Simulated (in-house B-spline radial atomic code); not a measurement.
# Pb⁴⁸⁺: ionisation energy by several methods

How far do functionals differ on the ionisation energy of Pb⁴⁸⁺? Each run solves Pb⁴⁸⁺ and then the next ion ([Ar] 3d10 4s2 4p3).

Program: in-house B-spline radial atomic code version 1. Level of theory: scalar-relativistic (X2C), several functionals, spin-polarised; spherical all-electron atom at the radial basis limit. These are calculated values, not measurements, unless marked.

## (1) Starting point

```
element       : lead (Z = 82)
charge        : +48
electrons     : 34
configuration : [Ar] 3d10 4s2 4p4
nucleus       : Fermi, rms radius 5.501 fm
```

Outer shells as boxes (Hund's rule):

[Ar] 3d10 4s2 4p4
```
[Ar] core
3d [↑↓][↑↓][↑↓][↑↓][↑↓]
4s [↑↓]
4p [↑↓][↑ ][↑ ]
```

Where spins are not typed, each open shell is filled with up spins first.

## (2) PW91, a GGA

Settings, as recorded:

```ini
Z = 82
electrons = 34.0
configuration = [Ar] 3d10 4s2 4p4
hamiltonian = x2c
method = pw91,pw91
spin_polarised = True
nucleus = fermi
rms_radius = 5.5012
mass_number = 208
atomic_mass = 207.976652005
speed_of_light = 137.035999084
```

## (3) BLYP, a GGA

Settings: those of step 2 with these lines changed.

```diff
@@ -4,3 +4,3 @@
 hamiltonian = x2c
-method = pw91,pw91
+method = b88,lyp
 spin_polarised = True
```

## (4) SCAN, a meta-GGA

Settings: those of step 3 with these lines changed.

```diff
@@ -4,3 +4,3 @@
 hamiltonian = x2c
-method = b88,lyp
+method = scan,scan
 spin_polarised = True
```

## (5) revTPSS, a meta-GGA

Settings: those of step 4 with these lines changed.

```diff
@@ -4,3 +4,3 @@
 hamiltonian = x2c
-method = scan,scan
+method = revtpss,revtpss
 spin_polarised = True
```

## (6) AM05, a GGA

Settings: those of step 5 with these lines changed.

```diff
@@ -4,3 +4,3 @@
 hamiltonian = x2c
-method = revtpss,revtpss
+method = am05
 spin_polarised = True
```

The tabulated ionisation energy is 2671 ± 4 eV (tabulated theoretical; NIST Atomic Spectra Database). What does each method give, and which comes nearest?

**Answer**, as computed:

| method | rung | total energy (hartree) | ΔSCF (eV) | −ε highest (eV) | ΔSCF less tabulated (eV) |
| --- | --- | --- | --- | --- | --- |
| PW91 | GGA | -19241.8440 | 2718.94 | 2688.49 (4p down) | +47.94 |
| BLYP | GGA | -19241.7585 | 2718.48 | 2687.91 (4p down) | +47.48 |
| AM05 | GGA | -19228.4493 | 2718.02 | 2687.85 (4p down) | +47.02 |
| SCAN | meta-GGA | -19241.0772 | 2716.59 | 2687.49 (4p down) | +45.59 |
| revTPSS | meta-GGA | -19238.1539 | 2716.78 | 2687.25 (4p down) | +45.78 |

Against the tabulated ionisation energy, 2671 ± 4 eV (tabulated theoretical; NIST Atomic Spectra Database), the best here is SCAN (+45.59 eV) and the worst PW91 (+47.94 eV, or 1.8 %). All methods miss on the same side by much the same amount, which points to something that they share. Relativistic terms that these runs lack can be as large as the gaps between close methods, so the nearest may be so by luck. Spin-orbit coupling is left out. Open shells are averaged (over orientations, and over spins where the run is restricted), while tables refer to the lowest levels.

Members of this set that are not shown: 2 used exact exchange with fractional occupations of an open shell, which is unsound here.
